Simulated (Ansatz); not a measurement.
# CH5AlN2OS: two geometries relaxed

Aim: relax the geometries before and after the inversion of the pyramid at N1, and see whether they are two minima and how far apart in energy. SMILES of the start: [NH2][Al]1[NH][C]1(O)S.

Method: RKS B3LYP-D4/def2-SVP, in Ansatz 0.2.0.

## Step 1: The starting structure

Bond lengths: N1–Al2 1.888 Å, Al2–N3 1.922 Å, Al2–C4 1.975 Å, N3–C4 1.470 Å, C4–O5 1.402 Å, C4–S6 1.770 Å, N1–H7 1.074 Å, N1–H8 0.980 Å, N3–H9 1.014 Å, O5–H10 0.969 Å, S6–H11 1.415 Å. Angles (14 of 17 angles, heavy atoms first): N1–Al2–N3 150.7°, N1–Al2–C4 148.4°, N3–Al2–C4 44.3°, Al2–N3–C4 69.8°, Al2–C4–N3 65.9°, Al2–C4–O5 115.7°, Al2–C4–S6 117.6°, N3–C4–O5 113.2°, N3–C4–S6 114.8°, O5–C4–S6 118.6°, Al2–N1–H7 104.6°, Al2–N1–H8 108.2°, Al2–N3–H9 108.4°, C4–N3–H9 113.1°.

Coordinates:

```xyz
11

N    -2.2829   -0.1606    1.2566
Al   -0.7773    0.5015    0.3287
N     0.8510    1.5213    0.2870
C     1.0625    0.2003   -0.3228
O     1.2328    0.2556   -1.7133
S     2.0947   -0.8915    0.6132
H    -3.1140    0.0502    0.6095
H    -2.1897   -1.1330    1.3380
H     0.7462    2.2629   -0.3961
H     0.9179   -0.6005   -2.0411
H     1.5242   -2.0632    0.0609
```

## Step 2: Relaxing end A

File input.yaml:

```yaml
crystal:
  periodic: [false, false, false]
  atoms:
    - { symbol: "N", position_ang: [-2.2829, -0.1606, 1.2566] }
    - { symbol: Al, position_ang: [-0.7773, 0.5015, 0.3287] }
    - { symbol: "N", position_ang: [0.851, 1.5213, 0.287] }
    - { symbol: C, position_ang: [1.0625, 0.2003, -0.3228] }
    - { symbol: O, position_ang: [1.2328, 0.2556, -1.7133] }
    - { symbol: S, position_ang: [2.0947, -0.8915, 0.6132] }
    - { symbol: H, position_ang: [-3.114, 0.0502, 0.6095] }
    - { symbol: H, position_ang: [-2.1897, -1.133, 1.338] }
    - { symbol: H, position_ang: [0.7462, 2.2629, -0.3961] }
    - { symbol: H, position_ang: [0.9179, -0.6005, -2.0411] }
    - { symbol: H, position_ang: [1.5242, -2.0632, 0.0609] }
basis:
  gaussian: { orbitals: def2-SVP }
hamiltonian:
  xc: b3lyp
  dispersion: d4
relax:
  f_tol: 0.015
  max_steps: 40
```

Started as:

```console
$ ansatz run input.yaml --threads 2 --pin off --max-ram 3072MiB --backend cpu --events-out ev --progress --plain --runs-dir out
```

Standard output, cut to the lines that bear on the results:

```text
Warning: RAYON_NUM_THREADS=2 ignored (pool sized by the plan → 2); use --threads N
[...]
Functional definition: B3LYP
[...]
1242 factors; integrals over basis functions are off by at most 5.4e-4 eV
[...]
mean field -23566.59843963 eV, -866.0565186422 hartree, gradient 8.8e-5 eV, S^2 0.000000; 0 other end points of the search recorded, 0 dependent functions left out
[...]
reference -23566.59870008 eV, -866.0565282134 hartree; 31, 31 occupied and 86, 86 virtual orbitals, 1242 factors
relax step   1: F+E_penalty+E_count = -23567.02967506 eV  Δ(F+E_penalty+E_count) = +0.000e0 eV  max|allowed force component| = 3.663e0 eV/Å  Δτ_max = 0.0000 Å  (33 SCF iters, accepted)
[...]
relax step   5: F+E_penalty+E_count = -23568.45928773 eV  Δ(F+E_penalty+E_count) = -1.287e-1 eV  max|allowed force component| = 1.830e0 eV/Å  Δτ_max = 0.1935 Å  (30 SCF iters, accepted)
[...]
relax step   9: F+E_penalty+E_count = -23568.71883491 eV  Δ(F+E_penalty+E_count) = -1.293e-2 eV  max|allowed force component| = 1.494e-1 eV/Å  Δτ_max = 0.1000 Å  (30 SCF iters, accepted)
[...]
relax step  13: F+E_penalty+E_count = -23568.73873257 eV  Δ(F+E_penalty+E_count) = -5.028e-3 eV  max|allowed force component| = 8.408e-2 eV/Å  Δτ_max = 0.0447 Å  (30 SCF iters, accepted)
[...]
relax step  15: F+E_penalty+E_count = -23568.70426392 eV  Δ(F+E_penalty+E_count) = +3.794e-2 eV  max|allowed force component| = 2.039e0 eV/Å  Δτ_max = 0.1955 Å  (30 SCF iters, rejected (line search))
[...]
relax step  16: F+E_penalty+E_count = -23568.75029702 eV  Δ(F+E_penalty+E_count) = -8.096e-3 eV  max|allowed force component| = 4.376e-1 eV/Å  Δτ_max = 0.0977 Å  (31 SCF iters, accepted)
[...]
1242 factors; integrals over basis functions are off by at most 7.7e-4 eV
[...]
```

## Step 3: The output, continued: end point A relaxed

Output, continued, cut to the lines that bear on the results:

```text
mean field -23568.34277277 eV, -866.1206217026 hartree, gradient 1.3e-5 eV, S^2 0.000000; 0 other end points of the search recorded, 0 dependent functions left out
[...]
reference -23568.34304443 eV, -866.1206316862 hartree; 31, 31 occupied and 86, 86 virtual orbitals, 1242 factors
relax step  17: F+E_penalty+E_count = -23568.77245241 eV  Δ(F+E_penalty+E_count) = -2.216e-2 eV  max|allowed force component| = 3.862e-1 eV/Å  Δτ_max = 0.1000 Å  (29 SCF iters, accepted)
[...]
relax step  20: F+E_penalty+E_count = -23568.81476362 eV  Δ(F+E_penalty+E_count) = -3.032e-2 eV  max|allowed force component| = 4.305e-1 eV/Å  Δτ_max = 0.0803 Å  (30 SCF iters, accepted)
[...]
relax step  23: F+E_penalty+E_count = -23568.83220601 eV  Δ(F+E_penalty+E_count) = +3.213e-4 eV  max|allowed force component| = 2.654e-1 eV/Å  Δτ_max = 0.0335 Å  (28 SCF iters, rejected (line search))
[...]
Atom 1 at    -0.947501     0.110474     0.368307 Å, force     0.002146    -0.000740    -0.002470 eV/Å
Atom 2 at     0.366989     1.195979    -0.027726 Å, force    -0.005424     0.001417     0.001633 eV/Å
Atom 3 at     0.784945    -0.152465    -0.441659 Å, force     0.008331    -0.000504     0.004071 eV/Å
Atom 4 at     0.949032    -0.384458    -1.805984 Å, force    -0.001969     0.000135     0.000510 eV/Å
Atom 5 at     2.321261    -0.639954     0.486001 Å, force    -0.006369    -0.003913    -0.005959 eV/Å
Atom 6 at    -3.090621     0.703420     1.483498 Å, force     0.001976     0.000632    -0.000707 eV/Å
Atom 7 at    -3.059669    -0.929435     1.153198 Å, force    -0.000932     0.001210     0.001015 eV/Å
Atom 8 at     0.993836     1.990797    -0.131438 Å, force     0.001999     0.001323    -0.001348 eV/Å
Atom 9 at     1.822721    -0.037408    -2.060647 Å, force    -0.000286     0.000549     0.000893 eV/Å
Atom 10 at     2.471316    -1.857815    -0.087468 Å, force     0.002044     0.002200     0.002380 eV/Å
Dipole moment:    -0.522955     0.051555     0.165117 e Å
```

It took 3 min on 2 threads of Intel Xeon Platinum 8259CL at 2.50GHz (Skylake/Cascade Lake), shared host; peak memory 0.31 GiB.

Step by step:

```
step  energy from step 1 (eV)  largest force component (eV/Å)
   1                   0.0000                          3.6634
   2                  -0.7753                          1.9113
   3                  -1.1240                          1.4144
   4                  -1.3010                          1.4270
   5                  -1.4296                          1.8296
   6                  -1.6441                          0.4056
  7x                  -1.6335                          0.7784
   8                  -1.6762                          0.1396
   9                  -1.6892                          0.1494
  10                  -1.6996                          0.2124
  11                  -1.7037                          0.2644
  12                  -1.7040                          0.4549
  13                  -1.7091                          0.0841
  14                  -1.7125                          0.1664
 15x                  -1.6746                          2.0386
  16                  -1.7206                          0.4376
  17                  -1.7428                          0.3862
  18                  -1.7548                          0.6262
 19x                  -1.7352                          1.9431
  20                  -1.7851                          0.4305
  21                  -1.7899                          0.5163
  22                  -1.8029                          0.0818
 23x                  -1.8025                          0.2654
  24                  -1.8046                          0.0495
 25x                  -1.8038                          0.1241
  26                  -1.8054                          0.0194
  27                  -1.8055                          0.0313
  28                  -1.8059                          0.0222
  29                  -1.8059                          0.0083
```

Step 1 is the start. 5 steps were tried and not accepted (marked x).

After: Bond lengths: N1–Al2 1.760 Å, Al2–N3 1.750 Å, Al2–C4 1.930 Å, N3–C4 1.471 Å, C4–O5 1.394 Å, C4–S6 1.860 Å, N1–H7 1.016 Å, N1–H8 1.015 Å, N3–H9 1.018 Å, O5–H10 0.974 Å, S6–H11 1.354 Å. Angles (14 of 17 angles, heavy atoms first): N1–Al2–N3 146.4°, N1–Al2–C4 166.7°, N3–Al2–C4 46.8°, Al2–N3–C4 73.1°, Al2–C4–N3 60.1°, Al2–C4–O5 122.6°, Al2–C4–S6 124.6°, N3–C4–O5 117.5°, N3–C4–S6 109.5°, O5–C4–S6 110.3°, Al2–N1–H7 125.1°, Al2–N1–H8 124.6°, Al2–N3–H9 166.0°, C4–N3–H9 120.8°.

## Step 4: Relaxing end B

The second end starts from a geometry with the move made by hand.

Changes to input.yaml since step 2:

```diff
@@ -9,4 +9,4 @@
     - { symbol: S, position_ang: [2.0947, -0.8915, 0.6132] }
-    - { symbol: H, position_ang: [-3.114, 0.0502, 0.6095] }
-    - { symbol: H, position_ang: [-2.1897, -1.133, 1.338] }
+    - { symbol: H, position_ang: [-2.78303, 0.71693, 1.62228] }
+    - { symbol: H, position_ang: [-1.96551, -0.68139, 2.02401] }
     - { symbol: H, position_ang: [0.7462, 2.2629, -0.3961] }
```

Started as:

```console
$ ansatz run input.yaml --threads 2 --pin off --max-ram 3072MiB --backend cpu --events-out ev --progress --plain --runs-dir out
```

Standard output, cut to the lines that bear on the results:

```text
Warning: RAYON_NUM_THREADS=2 ignored (pool sized by the plan → 2); use --threads N
[...]
[... 1 set-up line as earlier in the session ...]
[...]
1242 factors; integrals over basis functions are off by at most 3.5e-4 eV
[...]
mean field -23566.60992877 eV, -866.0569408603 hartree, gradient 3.2e-5 eV, S^2 0.000000; 0 other end points of the search recorded, 0 dependent functions left out
[...]
reference -23566.61019157 eV, -866.0569505179 hartree; 31, 31 occupied and 86, 86 virtual orbitals, 1242 factors
relax step   1: F+E_penalty+E_count = -23567.04158602 eV  Δ(F+E_penalty+E_count) = +0.000e0 eV  max|allowed force component| = 4.085e0 eV/Å  Δτ_max = 0.0000 Å  (33 SCF iters, accepted)
[...]
relax step   5: F+E_penalty+E_count = -23568.56974731 eV  Δ(F+E_penalty+E_count) = -2.795e-1 eV  max|allowed force component| = 6.536e-1 eV/Å  Δτ_max = 0.2000 Å  (30 SCF iters, accepted)
[...]
relax step   9: F+E_penalty+E_count = -23568.71464040 eV  Δ(F+E_penalty+E_count) = -1.012e-2 eV  max|allowed force component| = 2.626e-1 eV/Å  Δτ_max = 0.2000 Å  (30 SCF iters, accepted)
[...]
relax step  13: F+E_penalty+E_count = -23568.73255882 eV  Δ(F+E_penalty+E_count) = +1.651e-4 eV  max|allowed force component| = 2.664e-1 eV/Å  Δτ_max = 0.0270 Å  (30 SCF iters, rejected (line search))
[...]
relax step  15: F+E_penalty+E_count = -23568.73673804 eV  Δ(F+E_penalty+E_count) = -2.490e-3 eV  max|allowed force component| = 3.354e-1 eV/Å  Δτ_max = 0.0976 Å  (30 SCF iters, accepted)
[...]
relax step  16: F+E_penalty+E_count = -23568.75173752 eV  Δ(F+E_penalty+E_count) = -1.500e-2 eV  max|allowed force component| = 3.754e-1 eV/Å  Δτ_max = 0.1500 Å  (30 SCF iters, accepted)
[...]
1242 factors; integrals over basis functions are off by at most 9.5e-4 eV
[...]
mean field -23568.32530243 eV, -866.1199796796 hartree, gradient 1.4e-5 eV, S^2 0.000000; 0 other end points of the search recorded, 0 dependent functions left out
[...]
reference -23568.32557380 eV, -866.1199896525 hartree; 31, 31 occupied and 86, 86 virtual orbitals, 1242 factors
```

## Step 5: The output, continued: end point B relaxed

Output, continued, cut to the lines that bear on the results:

```text
relax step  17: F+E_penalty+E_count = -23568.75542484 eV  Δ(F+E_penalty+E_count) = -3.687e-3 eV  max|allowed force component| = 6.200e-1 eV/Å  Δτ_max = 0.1549 Å  (30 SCF iters, accepted)
[...]
relax step  20: F+E_penalty+E_count = -23568.82000027 eV  Δ(F+E_penalty+E_count) = -4.330e-2 eV  max|allowed force component| = 5.546e-1 eV/Å  Δτ_max = 0.0886 Å  (30 SCF iters, accepted)
[...]
relax step  23: F+E_penalty+E_count = -23568.83146693 eV  Δ(F+E_penalty+E_count) = +6.257e-4 eV  max|allowed force component| = 2.732e-1 eV/Å  Δτ_max = 0.0526 Å  (30 SCF iters, rejected (line search))
[...]
relax step  26: F+E_penalty+E_count = -23568.83536331 eV  Δ(F+E_penalty+E_count) = -7.868e-4 eV  max|allowed force component| = 1.634e-2 eV/Å  Δτ_max = 0.0190 Å  (27 SCF iters, accepted)
[...]
Atom 1 at    -0.835751     0.281213     0.631841 Å, force     0.001800    -0.005288     0.004163 eV/Å
Atom 2 at     0.484174     1.269893     0.046414 Å, force    -0.010462     0.007858    -0.008986 eV/Å
Atom 3 at     0.764865    -0.112023    -0.373333 Å, force     0.013695    -0.008097     0.014991 eV/Å
Atom 4 at     0.743129    -0.388821    -1.738816 Å, force    -0.003165     0.009079    -0.008249 eV/Å
Atom 5 at     2.372449    -0.673644     0.373374 Å, force    -0.003269    -0.001652     0.002599 eV/Å
Atom 6 at    -2.788150     1.044095     1.969107 Å, force     0.001580    -0.000197     0.002123 eV/Å
Atom 7 at    -2.892293    -0.598418     1.709550 Å, force    -0.000257     0.000435    -0.001603 eV/Å
Atom 8 at     1.138514     2.021918    -0.158072 Å, force     0.005658    -0.006074    -0.006282 eV/Å
Atom 9 at     1.598380    -0.107460    -2.110384 Å, force    -0.000825     0.001991     0.002170 eV/Å
Atom 10 at     2.376880    -1.913095    -0.172688 Å, force    -0.000748     0.001497    -0.000759 eV/Å
Dipole moment:    -0.495131     0.089293     0.223608 e Å
```

Wall time 2.6 min (2 threads of Intel Xeon Platinum 8259CL at 2.50GHz (Skylake/Cascade Lake), shared host); peak memory 0.31 GiB.

Step by step:

```
step  energy from step 1 (eV)  largest force component (eV/Å)
   1                   0.0000                          4.0850
   2                  -0.7916                          1.9056
   3                  -1.0955                          1.5131
   4                  -1.2487                          1.7359
   5                  -1.5282                          0.6536
   6                  -1.6078                          0.7705
   7                  -1.6508                          0.7188
   8                  -1.6629                          0.3751
   9                  -1.6731                          0.2626
  10                  -1.6852                          0.0972
  11                  -1.6892                          0.1243
  12                  -1.6911                          0.1303
 13x                  -1.6910                          0.2664
  14                  -1.6927                          0.0426
  15                  -1.6952                          0.3354
  16                  -1.7102                          0.3754
  17                  -1.7138                          0.6200
  18                  -1.7351                          1.3566
 19x                  -1.6633                          0.8841
  20                  -1.7784                          0.5546
  21                  -1.7905                          0.0752
 22x                  -1.7823                          0.5014
 23x                  -1.7899                          0.2732
  24                  -1.7930                          0.0271
 25x                  -1.7926                          0.0674
  26                  -1.7938                          0.0163
  27                  -1.7939                          0.0224
  28                  -1.7940                          0.0150
```

Step 1 is the start. 5 steps were tried and not accepted (marked x).

After: Bond lengths: N1–Al2 1.760 Å, Al2–N3 1.750 Å, Al2–C4 1.931 Å, N3–C4 1.471 Å, C4–O5 1.393 Å, C4–S6 1.859 Å, N1–H7 1.016 Å, N1–H8 1.015 Å, N3–H9 1.018 Å, O5–H10 0.974 Å, S6–H11 1.354 Å. Angles (14 of 17 angles, heavy atoms first): N1–Al2–N3 146.3°, N1–Al2–C4 166.8°, N3–Al2–C4 46.8°, Al2–N3–C4 73.1°, Al2–C4–N3 60.1°, Al2–C4–O5 122.5°, Al2–C4–S6 124.7°, N3–C4–O5 117.6°, N3–C4–S6 109.5°, O5–C4–S6 110.3°, Al2–N1–H7 125.0°, Al2–N1–H8 124.7°, Al2–N3–H9 165.9°, C4–N3–H9 120.9°.

## Step 6: Outcome

| quantity | value |
| --- | --- |
| end A | 23 moves, 1.806 eV lower |
| end B | 22 moves, 1.794 eV lower |
| largest difference between the ends | 0.01 Å |
| end B relative to end A | +0.000 eV |

Both starts fell into the same minimum (no atom differs by more than 0.01 Å), so from this start no second minimum was found and no band was run; another arrangement could still be one.
